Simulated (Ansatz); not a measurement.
Crystal: Sn3Te.

```
CELL_PARAMETERS angstrom
4.86562 0.00000 0.00000
0.00000 4.86562 0.00000
0.00000 0.00000 4.86562
ATOMIC_POSITIONS crystal
Te 0.00000 0.00000 0.00000
Sn 0.00000 0.50000 0.50000
Sn 0.50000 0.00000 0.50000
Sn 0.50000 0.50000 0.00000
```

The cell comes from a database or a generator and needn't be the stable form of this composition.

Base run:

```yaml
Program: Ansatz 0.2.0
Functional: PBE
Potentials_or_basis: all-electron LAPW, scalar-relativistic
Cutoff: 138 eV (chosen from the basis error)
Basis_error_allowed: 0.002 eV/atom
k_mesh: 6 × 6 × 6
Occupations: fermi-dirac, width 0.05 eV
Spin: no spin polarisation
```

Its results: pressure 0.3 GPa.

Q: The run is repeated on the same cell with these changes: functional from PBE to PBEsol. What comes out?

A: Pressure -2.4 GPa.

PBEsol binds more tightly than PBE, so the same cell stands under less pressure.
